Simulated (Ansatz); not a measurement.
# CaFe2As2: the cost of one run

Computed with Ansatz 0.2.0 (DFT PBEsol, scalar-relativistic, plane waves, PAW, unless a step's input says otherwise).

### Step 1. Starting point

The structure is tetragonal, space group I4/mmm (No. 139). Conventional cell: a = 3.931 Å, b = 3.931 Å, c = 10.190 Å, α = 90.00°, β = 90.00°, γ = 90.00°. Ca (site symmetry 4/mmm) has 8 As at 3.11 Å and 8 Fe at 3.22 Å in its first shell of neighbours. Around Fe (site symmetry -4m2) lie 4 As at 2.28 Å. Around As (site symmetry 4mm) lie 4 Fe at 2.28 Å and 1 As at 2.79 Å and 4 Ca at 3.11 Å.

Structure file:

```xyz
5
Lattice="0.0000 2.7794 5.0949 2.7794 0.0000 5.0949 2.7794 2.7794 0.0000" Properties=species:S:1:pos:R:3 pbc="T T T"
Ca    2.7794    2.7794    5.0949
Fe    1.3897    1.3897    2.5474
Fe    4.1691    4.1691    7.6423
As    2.7794    2.7794    8.7959
As    2.7794    2.7794    1.3939
```

It goes back to an entry of the Materials Project.

This cell was relaxed beforehand with the same method: volume 15.74 Å³/atom, gap on the mesh none (metal).

### Step 2. Volume × 0.97

File input.yaml:

```yaml
crystal:
  lattice:
    - [0.0, 2.7513462863, 5.0434063376]
    - [2.7513290956, 0.0, 5.0434063376]
    - [2.7513290956, 2.7513462863, 0.0]
  atoms:
    - { symbol: Ca, position: [0.5, 0.5, 0.5] }
    - { symbol: Fe, position: [0.25, 0.25, 0.25] }
    - { symbol: Fe, position: [0.75, 0.75, 0.75] }
    - { symbol: As, position: [0.8632099419, 0.8632099419, 0.1367900581] }
    - { symbol: As, position: [0.1367900581, 0.1367900581, 0.8632099419] }
basis:
  ecutwfc: 420
kpoints:
  mp_grid: { grid: [10, 10, 10] }
hamiltonian:
  xc: pbesol
scf:
  occupations: { method: gaussian, width: 0.1 }
output:
  forces: true
  stress: true
  eigenvalues: true
relax:
  adjacent_minimum: "off"
  f_tol: 0.01
  max_steps: 30
  cell: { stress_tol: 0.1, fix: [volume] }
```

Started as:

```console
> ansatz run input.yaml --threads 2 --pin off --max-ram 5120MiB --backend cpu --events-out ev --progress --plain --runs-dir out
```

**Question.** How long does this run take on 2 threads of Intel Xeon 6975P-C (Granite Rapids), shared host, and how much memory does it need?

About 40 s, with a peak of 0.77 GiB.
